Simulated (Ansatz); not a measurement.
## AlNi, space group Cmmm: a convergence test of the plane-wave cutoff, step by step

Program: Ansatz's Python interface.

The script reads `POSCAR_alni`:
```text
AlNi
1.0
   1.93869400   -1.95319015    0.00000000
   1.93869400    1.95319015    0.00000000
   0.00000000    0.00000000    3.09943004
Al Ni
1 1
Direct
   0.00000000    0.00000000    0.00000000
   0.50000000    0.50000000    0.50000000
```

Notebook, run cell by cell (the value of a cell's last expression is shown):

**Cell 1**
```python
import warnings

import ansatz
from ase.io import read
```

**Cell 2**
```python
warnings.simplefilter('ignore', ansatz.DeckWarning)
```

**Cell 3**
```python
atoms = read('POSCAR_alni', format='vasp')
alni = ansatz.Crystal.from_ase(atoms).moments(Ni=2.0)
```

**Cell 4**
```python
alni.resolved().tree()['lattice']
```
Output:
```text
((1.938694, -1.95319015, 0.0), (1.938694, 1.95319015, 0.0), (0.0, 0.0, 3.09943004))
```

**Cell 5**
```python
setup = (
    alni.calculation()
    .kpoints(10, 10, 9)
    .occupations('fermi_dirac', width=0.1)
    .functional('lda')
    .spin('collinear')
)
```

**Cell 6**
```python
rows = []
for value in [250, 300, 350, 400, 450, 500]:
    report = setup.basis(value).run(threads=1, backend='cpu').report
    rows.append((value, report['free_energy_ev'] / len(report['lattice']['sites']), report['n_iterations'], report['magnetization_mub'], report['n_pw']))
```
Output:
```text
RunWarning: the starting moments were not kept: the SCF closed with an absolute magnetisation of 1.2e-6 μB, where they sum to 2 μB in size (1 site). That is at most 0.1 of that sum. Measured as dr2_m measures the in/out step, that magnetisation stands 8.5e-13 eV from none, at or under the dr2_threshold of 1.0e-7 eV: [...]
```

**Cell 7**
```python
print(' cutoff (eV)   F/atom (eV)    iterations  moment (muB)   plane waves')
for row in rows:
    print(f'{str(row[0]):>12s}  {row[1]:12.5f}  {row[2]:12d}  {row[3]:12.3f}  {row[4]:12d}')

# the last row is the reference
for row in rows[:-1]:
    shift = 1000 * (row[1] - rows[-1][1])
    print(f'{row[0]}: {shift:+.2f} meV/atom' + ('  (within 2 meV)' if abs(shift) < 2 else ''))
```
Output:
```text
 cutoff (eV)   F/atom (eV)    iterations  moment (muB)   plane waves
         250   -3142.50395            10        -0.000           211
         300   -3143.62957            11         0.000           273
         350   -3143.79540            12        -0.000           353
         400   -3143.81060            12         0.000           423
         450   -3143.81180            11        -0.000           503
         500   -3143.81218            11        -0.000           587
250: +1308.23 meV/atom
300: +182.62 meV/atom
350: +16.78 meV/atom
400: +1.59 meV/atom  (within 2 meV)
450: +0.38 meV/atom  (within 2 meV)
```

From 400 eV on it stays within 2 meV an atom of the value at 500 eV; the first row (250 eV) is off by 1308.2 meV and the last but one by 0.38 meV. The energy falls steadily, as expected when plane waves are added. The last run costs about 2.2 times the first.

What to keep in mind:
- The SCF didn't keep the moments it started from (some shrank, vanished or turned); what is printed is the state reached.
- For a metal this k-point mesh is coarse: on a finer one energies can move by several to tens of meV an atom and pressures by half a GPa or more, differences at one mesh by less.
- The overall sign of a collinear moment is arbitrary, and semilocal functionals can give small moments to compounds that are paramagnetic.
- Within a few hundredths of an angstrom the cell has the higher group P4/mmm; the lower one is a small distortion.
- The structure comes from a database of computed cells and needn't be a stable or known phase.
- Warnings are shown shortened and without file and line.
- Shifts are counted from the last row, which is itself no proven limit.
- The script silences the warnings on its input, which a real study should read.
- The whole script took 48 s on 1 thread of Arm Neoverse V1, on a shared host, peak memory 0.52 GiB.
